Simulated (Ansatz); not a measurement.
**The potassium atom: small, medium and large basis sets**

How large a basis does the potassium atom need? Two functionals are run in growing sets.

Method: one geometry, several basis sets; program: Ansatz 0.2.0, Gaussian basis.

Levels to be run: PBE0/def2-SVP; ωB97M-V/def2-SVP; PBE0/def2-QZVPP; ωB97M-V/def2-QZVPP; the functionals' def2-TZVPP values are taken from earlier runs.

## (1) The atom

SMILES `[K]`, 1 atom, charge 0, spin multiplicity 2.

## (2) PBE0 in def2-SVP

in.yaml

```yaml
crystal:
  periodic: [false, false, false]
  atoms:
    - {symbol: K, position_ang: [0.000000, 0.000000, 0.000000]}
basis:
  gaussian: {orbitals: def2-SVP}
magnetization: {spin_polarized: true, initial_magnetization: 1}
hamiltonian: {xc: pbe0}
output: {orbitals: {seedname: orbitals}}
```

Further steps of the session: ωB97M-V in def2-SVP; PBE0 in def2-QZVPP; ωB97M-V in def2-QZVPP.

**Question.** What will the summary of the whole plan be? Wanted: PBE0: double and triple zeta above quadruple; ωB97M-V: double and triple zeta above quadruple.

As calculated:

| quantity | value |
| --- | --- |
| PBE0: double and triple zeta above quadruple | 2.44, 0.35 eV |
| ωB97M-V: double and triple zeta above quadruple | 2.39, 0.32 eV |

**Reading.** For PBE0 the step from double to triple zeta gains 2.10 eV and the next only 0.35 eV. These are total energies; as a rule much of such shifts cancels in differences, which this series doesn't test. The LUMO of ωB97M-V is positive and keeps falling with the basis (0.68 to 0.14 eV): an unbound level that the basis holds in place.
